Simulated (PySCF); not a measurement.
# CH10BOPSi: the cost of one run

Programs: PySCF 2.14.0, with density-fitted response routines of our own. Each step states its level of theory. These are calculated values for one molecule in the gas phase, unless marked as measured. Atoms are numbered from 0 throughout.

### Step 1. The starting structure

15 atoms, charge 0, multiplicity 1; geometry from: GFN2-xTB.

Bonds of the start (Å): C0–Si1 1.90, Si1–O2 1.61, O2–B3 1.44, B3–P4 1.97, C0–H5 1.09, C0–H6 1.08, C0–H7 1.09, Si1–H8 1.47, Si1–H9 1.47, B3–H10 1.19, B3–H11 1.19, P4–H12 1.38, P4–H13 1.40, P4–H14 1.38.

### Step 2. TDDFT and polarisability: CAM-B3LYP/def2-SVPD

What the job is given:

```
{"job": {"kind": "uv", "xc": "CAM-B3LYP", "basis": "def2-SVPD", "nstates": 8, "ntriplets": 3}, "charge": 0, "multiplicity": 1}
C      2.123721    -0.202976     1.303710
Si     1.443676    -0.246466    -0.466871
O     -0.137221    -0.015230    -0.305686
B     -1.268101     0.071606    -1.199276
P     -2.347861     0.349618     0.425199
H      1.693930    -0.981654     1.927678
H      3.197622    -0.355087     1.284886
H      1.936711     0.749383     1.792000
H      2.038098     0.822546    -1.283808
H      1.709591    -1.547540    -1.099246
H     -1.305170     1.040221    -1.883400
H     -1.581783    -0.944091    -1.726347
H     -2.058813    -0.668163     1.304675
H     -3.676181     0.565989     0.815011
H     -1.772633     1.369835     1.147116
```

Method: TDDFT CAM-B3LYP/def2-SVPD, vertical, gas phase, core orbitals frozen in the response.

Command:

```
$ OMP_NUM_THREADS=1 python probes_run.py task.json out
```

One launch serves the whole session: the jobs run in the order shown.

**Question.** How long does this first job take on 1 thread of Arm Neoverse V1, shared host, and how much memory does it need?

About 35 s, with a peak of 0.87 GiB.
